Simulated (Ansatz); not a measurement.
Crystal: TiBr2.

```xyz
3
Lattice="2.0717 1.1961 6.2634 -2.0717 1.1961 6.2634 0.0000 -2.3922 6.2634" Properties=species:S:1:pos:R:3 pbc="T T T"
Ti    0.0000    0.0000    0.0000
Br    0.0000    0.0000    4.7352
Br    0.0000    0.0000   14.0552
```

The cell was built by a generator and needn't be a form met in nature.

Base run:

- Program: Ansatz 0.2.0
- Functional: LDA
- Potentials or basis: Ansatz PAW
- Cutoff: 420 eV (not typed: the program's choice for these potentials)
- k mesh: 5 × 5 × 5
- Occupations: gaussian, width 0.05 eV
- Spin: collinear spin, ferromagnetic start
- Starting moments: [1.0, 0.0, 0.0] μB
- Hubbard terms: Ti d U = 7 eV

Its results: band gap on the k mesh 3.64 eV, direct; pressure -3.3 GPa; largest force 0.436 eV/Å.

Question: The run is repeated on the same cell with these changes: spin from collinear spin, ferromagnetic start to no spin polarisation; hubbard terms from Ti d U = 7 eV to Ti d U = 6 eV. What comes out?

Answer: Band gap on the k mesh none (metal or under the smearing width); pressure -6.3 GPa; largest force 0.740 eV/Å.

Several settings changed at once, so the effect can't be laid on one alone.

Caveats: the PAW data sets come from PBE, with cores solved anew for the run's functional, which leaves a small shift of forces and pressure; the magnetic or orbital state may not be the lowest (some runs); odd divisions of the mesh miss points on the zone boundary, where band edges often lie, so the gap on the mesh can be too wide (some runs); U without spin polarisation on a metal has little footing (some runs).

A k mesh can miss the band edges.
